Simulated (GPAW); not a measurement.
The system is HfIn4SiO6.

```
CELL_PARAMETERS angstrom
5.69867 0.00381 0.01559
-0.70506 6.10815 -0.00575
-2.73718 -1.39557 6.63076
ATOMIC_POSITIONS crystal
Hf 0.11793 0.01556 0.13292
In 0.38842 0.99901 0.72891
In 0.75865 0.00842 0.49586
In 0.23461 0.48841 0.53300
In 0.59649 0.48211 0.20528
Si 0.86778 0.44029 0.85544
O 0.55316 0.38738 0.79290
O 0.93454 0.38483 0.65596
O 0.98414 0.26218 0.00347
O 0.99083 0.69806 0.98452
O 0.08665 0.06493 0.39374
O 0.48680 0.10883 0.21799
```

The cell was built by a generator and needn't be a form met in nature.

Base run:

| Quantity | Value |
| --- | --- |
| Program | GPAW 26.7.0 |
| Functional | PBEsol |
| Potentials or basis | PAW data sets generated in the run's folder for this functional |
| Cutoff | 800 eV |
| Basis | pw |
| k mesh | 4 × 3 × 3 |
| Occupations | fermi-dirac, width 0.05 eV |
| Spin | no spin polarisation |

Its results: band gap on the k mesh 0.83 eV, indirect (least direct gap 1.12 eV); pressure -2.6 GPa; largest force 0.420 eV/Å.

Question: The run is repeated on the same cell with these changes: functional from PBEsol to PBE; potentials or basis from PAW data sets generated in the run's folder for this functional to GPAW PAW data sets (gpaw-data 1.2.1). What comes out?

Answer: Band gap on the k mesh 0.88 eV, indirect (least direct gap 1.15 eV); pressure 0.6 GPa; largest force 0.374 eV/Å.

Caveats: spin-orbit coupling is left out, which moves the levels of the heavy elements; an odd mesh through Γ misses points on the zone boundary, where band edges often lie (some runs).
